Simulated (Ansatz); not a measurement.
# ClGeH₅Si: one species, many methods

Aim: compute ClGeH₅Si with functionals from several rungs and with coupled cluster, and see how far each lands from CCSD(T) at the basis-set limit for the atomisation energy.

Method: functionals in def2-TZVPP, the program's frozen cores in correlated methods; program: Ansatz 0.2.0, Gaussian basis.

Plan: LDA (SPW92), PBE-D4, revPBE-D4, BLYP-D4, r2SCAN-D4, B97M-V, PBE0-D4, B3LYP-D4, r2SCANh-D4, r2SCAN0-D4, HSE06-D4, BHLYP-D4, CAM-B3LYP-D4, LC-ωPBE, ωB97X-V, ωB97M-V, B2PLYP, PBE-QIDH; CCSD(T)/def2-SVP; CCSD(T)/def2-TZVPP; CCSD(T)/def2-QZVPP; extrapolation to the limit; RPA on PBE.

### 1 The geometry

An earlier PBE0-D4 in a triple-zeta def2 set relaxation fixed the geometry.

SMILES `Cl[SiH2][GeH3]`, 8 atoms, charge 0, spin multiplicity 1.

Atoms are counted from 1 here; the program's logs count them from 0.

Bond lengths: Cl1–Si2 2.062 Å, Si2–Ge3 2.377 Å, Si2–H4 1.484 Å, Si2–H5 1.484 Å, Ge3–H6 1.536 Å, Ge3–H7 1.538 Å, Ge3–H8 1.536 Å. Angles: Cl1–Si2–Ge3 109.1°, Cl1–Si2–H4 107.8°, Cl1–Si2–H5 107.8°, Ge3–Si2–H4 111.5°, Ge3–Si2–H5 111.5°, H4–Si2–H5 109.1°, Si2–Ge3–H6 110.0°, Si2–Ge3–H7 109.9°, Si2–Ge3–H8 110.0°, H6–Ge3–H7 108.9°, H6–Ge3–H8 109.1°, H7–Ge3–H8 108.9°.

### 2 LDA

This LDA is Slater exchange with PW92 correlation.

Input file in.yaml:

```yaml
crystal:
  periodic: [false, false, false]
  atoms:
    - {symbol: Cl, position_ang: [-2.290325, 1.217200, -0.310567]}
    - {symbol: Si, position_ang: [-0.414064, 0.602619, -0.906888]}
    - {symbol: Ge, position_ang: [0.581487, -0.662164, 0.842713]}
    - {symbol: H, position_ang: [-0.573600, -0.206376, -2.140799]}
    - {symbol: H, position_ang: [0.380664, 1.815659, -1.222162]}
    - {symbol: H, position_ang: [0.711229, 0.201704, 2.106079]}
    - {symbol: H, position_ang: [1.981537, -1.135480, 0.415633]}
    - {symbol: H, position_ang: [-0.284628, -1.890263, 1.160192]}
basis:
  gaussian: {orbitals: def2-TZVPP}
hamiltonian: {xc: lda}
output: {orbitals: {seedname: orbitals}}
```

On the command line:

```bash
$ ansatz run in.yaml --threads 2 --pin off --events-out ev --progress --plain --max-ram 31744MiB --backend cpu
```

The runs that follow: PBE-D4 (GGA); revPBE-D4 (GGA); BLYP-D4 (GGA); r2SCAN-D4 (meta-GGA); B97M-V (meta-GGA); B3LYP-D4 (hybrid); r2SCANh-D4 (hybrid); r2SCAN0-D4 (hybrid); HSE06-D4 (hybrid); BHLYP-D4 (hybrid); CAM-B3LYP-D4 (range-separated); LC-ωPBE (range-separated); ωB97X-V (range-separated); ωB97M-V (range-separated); B2PLYP (double hybrid); PBE-QIDH (double hybrid); CCSD(T) in def2-SVP; CCSD(T) in def2-TZVPP; CCSD(T) in def2-QZVPP; RPA on PBE orbitals.

Q: Predict the results of all the runs planned. Wanted: atomisation energy, CCSD(T)/CBS; farthest beyond LDA; mean size of error, GGA; mean size of error, meta-GGA; mean size of error, hybrid; mean size of error, range-separated; mean size of error, double hybrid; gap, smallest and largest; T1 diagnostic.

**Answer**, as computed:

```
                               quantity                                                              value
        atomisation energy, CCSD(T)/CBS                                                      2211.7 kJ/mol
 functionals within 22.1 kJ/mol (1.0 %)  r2SCAN-D4, r2SCANh-D4, r2SCAN0-D4, CAM-B3LYP-D4, ωB97X-V, ωB97M-V
                    farthest beyond LDA                                           revPBE-D4 (-76.7 kJ/mol)
                mean size of error, GGA                                                        60.1 kJ/mol
           mean size of error, meta-GGA                                                        14.4 kJ/mol
             mean size of error, hybrid                                                        32.1 kJ/mol
    mean size of error, range-separated                                                        24.8 kJ/mol
      mean size of error, double hybrid                                                        43.9 kJ/mol
              gap, smallest and largest                          5.56 eV (LDA (SPW92)), 12.49 eV (LC-ωPBE)
                          T1 diagnostic                                                             0.0111
triples share of the correlation energy                                                              3.5 %
```

LDA overbinds by 228.8 kJ/mol (10 %). PBE-D4 misses by -42.2 kJ/mol. Double hybrids carry the basis error of their MP2 part in triple zeta, and no dispersion term here, so their miss is partly the set-up's. By mean error the best rung here is meta-GGA (14.4 kJ/mol) and the worst beyond LDA is GGA (60.1 kJ/mol). The gap between the best rungs is small, so their order is not settled. Misses under about 22.1 kJ/mol are within the doubt on the reference itself, which lacks core-valence correlation, relativity and higher excitations, and its outer-core shells are covered unevenly. Hartree-Fock recovers 75 % of the binding; the rest is correlation. CCSD(T) in def2-SVP is off by -169.5 kJ/mol, more than most functionals: a good method in a small basis is no reference. Orbital gaps span 5.6 to 12.5 eV; exact exchange widens them. Correlated methods include outer-core shells of Ge, which these sets cover unevenly.
